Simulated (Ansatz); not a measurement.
# C4H7I: a ladder of functionals and wavefunction methods

An exercise on one series of results from a longer session: the logs are not shown, and one member is left open.

Program: Ansatz 0.2.0, Gaussian basis. Level of theory: functionals in def2-TZVPP, the program's frozen cores in correlated methods. These are calculated values, not measurements.

Plan: PBE-D4, r2SCAN-D4, PBE0-D4, B3LYP-D4, ωB97X-V, ωB97M-V, B2PLYP; CCSD(T)/def2-TZVPP; MP2/def2-QZVPP; extrapolation to the limit.

## Structure used throughout

An earlier PBE0-D4 in a triple-zeta def2 set relaxation fixed the geometry. I takes the def2 core potential; no spin-orbit term is included.

12 atoms, charge 0, spin multiplicity 1.

Atoms are counted from 1 here; the program's logs count them from 0.

Bond lengths: C1–C2 1.499 Å, C1–H6 1.092 Å, C1–H7 1.092 Å, C1–H8 1.095 Å, C2–I3 2.128 Å, C2–C4 1.491 Å, C2–C5 1.491 Å, C4–C5 1.505 Å, C4–H9 1.085 Å, C4–H10 1.082 Å, C5–H11 1.085 Å, C5–H12 1.082 Å. Angles: C2–C1–H6 111.4°, C2–C1–H7 111.4°, C2–C1–H8 109.3°, H6–C1–H7 108.4°, H6–C1–H8 108.2°, H7–C1–H8 108.2°, C1–C2–I3 112.7°, C1–C2–C4 120.3°, C1–C2–C5 120.3°, I3–C2–C4 116.9°, I3–C2–C5 116.9°, C4–C2–C5 60.6°, C2–C4–C5 59.7°, C2–C4–H9 116.7°, C2–C4–H10 118.8°, C5–C4–H9 118.6°, C5–C4–H10 117.6°, H9–C4–H10 114.6° and more.

Geometry (Å):

```csv
atom,x (Å),y (Å),z (Å)
C1,-1.0593,-0.6272,0.7992
C2,0.2862,-0.1865,0.3060
I3,1.8785,-0.8855,1.5333
C4,0.4544,1.1573,-0.3184
C5,0.5547,-0.0876,-1.1576
H6,-1.1390,-1.7158,0.8177
H7,-1.2572,-0.2504,1.8046
H8,-1.8345,-0.2395,0.1306
H9,-0.4368,1.7696,-0.4027
H10,1.3650,1.7099,-0.1295
H11,-0.2672,-0.3340,-1.8209
H12,1.5323,-0.3653,-1.5282
```

Set-up of the first run:

File in.yaml:

```yaml
crystal:
  periodic: [false, false, false]
  atoms:
    - {symbol: C, position_ang: [-1.059277, -0.627170, 0.799184]}
    - {symbol: C, position_ang: [0.286203, -0.186455, 0.305957]}
    - {symbol: I, position_ang: [1.878483, -0.885537, 1.533265]}
    - {symbol: C, position_ang: [0.454380, 1.157337, -0.318356]}
    - {symbol: C, position_ang: [0.554689, -0.087632, -1.157597]}
    - {symbol: H, position_ang: [-1.139008, -1.715849, 0.817747]}
    - {symbol: H, position_ang: [-1.257201, -0.250384, 1.804565]}
    - {symbol: H, position_ang: [-1.834546, -0.239491, 0.130588]}
    - {symbol: H, position_ang: [-0.436803, 1.769582, -0.402726]}
    - {symbol: H, position_ang: [1.365027, 1.709855, -0.129499]}
    - {symbol: H, position_ang: [-0.267169, -0.334025, -1.820921]}
    - {symbol: H, position_ang: [1.532319, -0.365333, -1.528207]}
basis:
  gaussian: {orbitals: def2-TZVPP}
hamiltonian: {xc: pbe, dispersion: d4}
output: {forces: true, orbitals: {seedname: orbitals}}
```

The run is started by

```
$ ansatz run in.yaml --threads 4 --pin off --events-out ev --progress --plain --max-ram 10444MiB
```

Among the steps run: PBE-D4 (GGA); r2SCAN-D4 (meta-GGA); PBE0-D4 (hybrid); B3LYP-D4 (hybrid); ωB97X-V (range-separated); ωB97M-V (range-separated); B2PLYP (double hybrid); CCSD(T) in def2-TZVPP; MP2 in def2-QZVPP.

One table of the session follows, with a row left open; its other results are not shown here.

```
            method  atomisation energy (kJ/mol)
            PBE-D4                       4747.5
         r2SCAN-D4                       4646.3
           PBE0-D4                       4683.2
          B3LYP-D4                       4620.5
           ωB97X-V                       4634.6
           ωB97M-V                       4633.4
            B2PLYP                       4578.2
     HF/def2-TZVPP                       3417.6
    MP2/def2-TZVPP                       4608.1
   CCSD/def2-TZVPP                       4454.5
CCSD(T)/def2-TZVPP                       4525.2
           MP2/CBS                       4715.7
       CCSD(T)/CBS                            ?
```

Estimate the missing values for CCSD(T)/CBS.

As computed: atomisation energy (kJ/mol): 4632.8. In the column «atomisation energy (kJ/mol)» it lies between B3LYP-D4 (4620.5) and ωB97M-V (4633.4).
